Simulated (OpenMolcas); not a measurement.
# Pd³⁺ among point charges: CASSCF and CASPT2 levels and susceptibility

How does a field of 5 point charges split the states of Pd³⁺, and what χT follows?

Method: state-averaged CASSCF and CASPT2, spin-orbit coupling by RASSI with atomic mean-field integrals. Code: OpenMolcas 26.06.

**1. What is computed**

* Species: Pd³⁺ (palladium, Z = 46, 43 electrons)
* Basis: ANO-RCC-VTZP [7s6p4d2f1g], 68 functions
* Scalar Hamiltonian: DKH2, point nucleus
* Inactive shells: 1s 2s 2p 3s 3p 3d 4s 4p
* Active space: 7 electrons in 5 orbitals (4d)
* Some configurations of this space: 4d7
* Orbitals: optimised for each spin and parity, averaged over all roots

The outer shells:

4d7
```
4d [↑↓][↑↓][↑ ][↑ ][↑ ]
```

The ion sits among 5 point charges of -1.2 e arranged as a square pyramid (C4v), 2.15 Å from the ion, with the axial distance 2.085 Å.

The work runs as a chain of OpenMolcas steps in one folder; each step below is one input file. Labels, J, g values, rates, χT and fits are worked out afterwards by a script from the matrices that RASSI stores.

**2. GATEWAY and SEWARD: basis and integrals**

File a.inp:

```
&GATEWAY
Coord
1

Pd 0.0 0.0 0.0
Basis=ANO-RCC-VTZP
Group=NoSym
NoMove
AngMom=0.0 0.0 0.0
AMFI
XField
5 Angstrom 0
2.150000 0.000000 0.000000 -1.200000
0.000000 2.150000 0.000000 -1.200000
-2.150000 0.000000 0.000000 -1.200000
0.000000 -2.150000 0.000000 -1.200000
0.000000 0.000000 2.085500 -1.200000
&SEWARD
```

Run with:

```sh
OMP_NUM_THREADS=1 MOLCAS_MEM=1689 MOLCAS_PROJECT=a pymolcas a.inp > a.log
```

**3. Reference wave functions, quartets, 10 roots**

File a.inp:

```
&RASSCF
FileOrb=start.orb
Symmetry=1
Spin=4
nActEl=7 0 0
Inactive=18
Ras2=5
CIRoot=10 10 1
SDav=10
CIMx=300
Iter=120 100
PrWF=0.3
OrbListing=Nothing
MaxOrb=0
>>> COPY $Project.JobIph JOB001
```

start.orb holds the contracted functions of the basis, ordered by shell, or the orbitals of the step before.

**4. Reference wave functions, doublets, 40 roots**

File a.inp:

```
&RASSCF
FileOrb=start.orb
Symmetry=1
Spin=2
nActEl=7 0 0
Inactive=18
Ras2=5
CIRoot=40 40 1
SDav=40
CIMx=300
Iter=120 100
PrWF=0.3
OrbListing=Nothing
MaxOrb=0
>>> COPY $Project.JobIph JOB002
```

**5. State interaction with spin-orbit coupling**

File a.inp:

```
&RASSI
NrOfJobIphs=2 10 40
1 2 3 4 5 6 7 8 9 10
1 2 3 4 5 6 7 8 9 10 11 12 13 14 15 16 17 18 19 20 21 22 23 24 25 26 27
28 29 30 31 32 33 34 35 36 37 38 39 40
IphNames
JOB001
JOB002
EJob
SpinOrbit
DIPRint=1.0
SOCoupling=1000.0
Subsets=2
Property=9
'ANGMOM' 1 'ANGMOM' 2 'ANGMOM' 3 'MLTPL  1' 1 'MLTPL  1' 2 'MLTPL  1' 3
'AMFI' 1 'AMFI' 2 'AMFI' 3
SOProperty=3
'ANGMOM' 1 'ANGMOM' 2 'ANGMOM' 3
```

**6. CASPT2: IPEA 0.25, imaginary shift 0.1 (closed shells correlated: 4s 4p)**

File a.inp:

```
>>> COPY JOB001 $Project.JobIph
&CASPT2
Multistate=10 1 2 3 4 5 6 7 8 9 10
NoMult
Frozen=14
IPEA=0.25
Imaginary=0.1
MaxIter=60
WThr=0.0 0.3 0.05
PrWF=0.5
NoMix
>>> COPY JOB002 $Project.JobIph
&CASPT2
Multistate=40 1 2 3 4 5 6 7 8 9 10 11 12 13 14 15 16 17 18 19 20 21 22
23 24 25 26 27 28 29 30 31 32 33 34 35 36 37 38 39 40
NoMult
Frozen=14
IPEA=0.25
Imaginary=0.1
MaxIter=60
WThr=0.0 0.3 0.05
PrWF=0.5
NoMix
```

(Steps that only read results are left out.)

Before running it: what results should come out? Wanted: spin-free ground state; first state of the same spin within the active space; lowest level; next level.

**Answer**, as computed:

| quantity | value |
| --- | --- |
| method | SS-CASPT2, IPEA 0.25, imaginary shift 0.1 (closed shells correlated: 4s 4p) |
| spin-free ground state | quartet, 1-fold in its orbital part |
| first state of the same spin within the active space | quartet at 399 cm⁻¹ |
| lowest level | 2-fold, g = 1.57, 6.47, 6.47 |
| next level | 379.3 cm⁻¹ |
| χT at 300 K | 4.53 cm³ K/mol |
| effective moment at 300 K | 6.02 μB |

Cost by method:

```
                                              method  time of its own steps  time with the reference
                                           A. CASSCF                  8.3 s                    8.3 s
B. SS-CASPT2, IPEA 0.25, imaginary shift 0.1, +4s 4p                  9.9 s                     18 s
```

Times are of one thread on a shared host.

What this shows: The spin-free ground state (quartet) comes to 98 % from free-ion F terms and keeps the highest spin of the shell. χT at 300 K is 4.53, against 1.88 cm³ K/mol for the spin alone, so orbital moment adds to it. An active space of the d shell alone favours high spin; real ions in strong fields can be low spin. The field of point charges can differ much from that of real complexes. With metal d orbitals alone active, the gaps between spin states are rough; where two lie within a few thousand cm-1, their order is open. Point charges carry no covalency, so the field is a model and not that of real ligands.
